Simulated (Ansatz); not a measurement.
**SbPbBrO2: a single-point run**

Wanted: a converged single-point run for SbPbBrO2, and a check of what comes out. The structure is shown as the input types it.

Program: Ansatz 0.2.0. Level of theory: density functional or hybrid calculation with the settings of its input, plane waves (as first typed). These are calculated values, not measurements.

**1. The system as given**

It takes space group I4mm (No. 107, tetragonal). Conventional cell: a = 3.868 Å, b = 3.868 Å, c = 12.939 Å, α = 90.00°, β = 90.00°, γ = 90.00°. Around Sb (site symmetry 4mm) lie 4 O at 2.15 Å. Around Pb (site symmetry 4mm) lie 4 O at 2.45 Å and 4 Br at 3.26 Å. Br (site symmetry 4mm) has 4 Pb at 3.26 Å and 4 Sb at 3.54 Å as nearest neighbours. O (site symmetry 2mm) is surrounded by 2 Sb at 2.15 Å and 2 Pb at 2.45 Å.

Coordinates:

```cif
data_structure
_symmetry_space_group_name_H-M 'P 1'
_symmetry_Int_Tables_number 1
_cell_length_a 7.0239
_cell_length_b 7.0239
_cell_length_c 7.0239
_cell_angle_alpha 148.038
_cell_angle_beta 148.038
_cell_angle_gamma 45.829
_cell_volume 96.78
loop_
_atom_site_label
_atom_site_type_symbol
_atom_site_fract_x
_atom_site_fract_y
_atom_site_fract_z
_atom_site_occupancy
Sb1 Sb 0.32750 0.32750 0.00000 1
Pb1 Pb 0.63837 0.63837 0.00000 1
Br1 Br 0.00092 0.00092 0.00000 1
O1 O 0.75451 0.25451 0.50000 1
O2 O 0.25451 0.75451 0.50000 1
```

**2. Running it**

input.yaml

```yaml
crystal:
  lattice:
    - [-1.93382287, 1.93382287, 6.4696611996]
    - [1.93382287, -1.93382287, 6.4696611996]
    - [1.93382287, 1.93382287, -6.4696611996]
  atoms:
    - { symbol: Sb, position: [0.327498963, 0.327498963, 0.0] }
    - { symbol: Pb, position: [0.6383690529, 0.6383690529, 0.0] }
    - { symbol: Br, position: [1.0009165365, 1.0009165365, 0.0] }
    - { symbol: O, position: [0.7545082238, 0.2545082238, 0.5] }
    - { symbol: O, position: [0.2545082238, 0.7545082238, 0.5] }
kpoints:
  mp_grid: { grid: [6, 6, 6] }
hamiltonian:
  xc: pbesol
scf:
  occupations: { method: fixed }
  n_extra_bands: 5
  max_iter: 86
output:
  forces: true
  stress: true
  eigenvalues: true
basis:
  ecutrho_ratio: 1
```

On the command line:

```sh
$ ansatz run input.yaml --threads 4 --pin off --max-ram 4608MiB --backend cpu --events-out ev --progress --plain --runs-dir out
```

Q: Will this input give a usable result? If not, why, and what should change?

The run converged and reported no error, with warnings (cutoff below recommended). Its log warns: «basis.ecutrho_ratio = 1 (ecutrho = 420 eV) is below the records' recommended 1680 eV»

The suspect setting: basis.ecutrho_ratio is 1. The grid or cutoff for the density and potential is too coarse for the wavefunction basis: a density holds Fourier components up to twice the waves' wavevector.

Run again and compare: delete basis.ecutrho_ratio (the default then holds).
